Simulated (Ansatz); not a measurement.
## CH8Si2, SMILES C[SiH2][SiH3]: an atomisation energy, step by step

Computed with Ansatz 0.2.0, Python API.

The cells in order, each with its output:

In [1]:
```python
from collections import Counter

import ansatz as az


def single_point(molecule, charge=0, unpaired=0):
    calc = (
        molecule.calculation()
        .basis(gaussian="pcseg-2")
        .correlation("CCSD(T)")
    )
    if charge:
        calc = calc.charge(charge)
    if unpaired:
        calc = calc.spin("collinear", total=unpaired)
    return calc.run(threads=1).report["free_energy_ev"]
```

In [2]:
```python
GEOMETRY = """
C    -0.95760    0.90010   -0.95310
Si   -0.50770    0.24220    0.66880
Si    1.30560   -1.11260    0.37290
H    -1.19360    0.16560   -1.67930
H    -0.20120    1.53500   -1.42630
H    -1.88030    1.61100   -0.85980
H    -0.16030    1.35490    1.61620
H    -1.59480   -0.51510    1.24280
H     1.77490   -1.67920    1.72800
H     2.47170   -0.33360   -0.16160
H     1.00860   -2.22530   -0.52800
"""
```

In [3]:
```python
geometry = az.Crystal.molecule()
for line in GEOMETRY.strip().splitlines():
    symbol, *xyz = line.split()
    geometry = geometry.atom(symbol, [float(v) for v in xyz])
```

In [4]:
```python
# unpaired electrons of the ground-state atoms
unpaired = {"C": 2, "Si": 2, "H": 1}
counts = Counter(site.symbol for site in geometry.cartesian_sites)
atom_energy = {s: single_point(az.Crystal.molecule().atom(s, (0, 0, 0)), 0, unpaired[s]) for s in counts}
whole = single_point(geometry, 0, 0)
for s, e in atom_energy.items():
    print(f"{s:2s} x{counts[s]}  {e:14.5f} eV")
print(f"CH8Si2: {whole:.5f} eV")
split = sum(counts[s] * e for s, e in atom_energy.items()) - whole
print(f"atomisation energy (no zero-point term): {split:.3f} eV, {split / sum(counts.values()):.3f} eV an atom")
```
```text
C  x1     -1027.91089 eV
Si x2     -7861.78411 eV
H  x8       -13.60238 eV
CH8Si2: -16895.98256 eV
atomisation energy (no zero-point term): 35.684 eV, 3.244 eV an atom
```

35.684 eV from the electronic energies, without the zero-point term.

What to keep in mind:
- Total energies depend on the basis set; only differences at equal settings carry meaning.
- The geometry is a force-field or estimated start, not a minimum of this method, and the basis set is short of its limit. All parts are taken at fixed geometry, without zero-point energy.
- Run time: 100 s on 1 thread of Arm Neoverse V1 (shared host), peak memory 2.7 GiB.
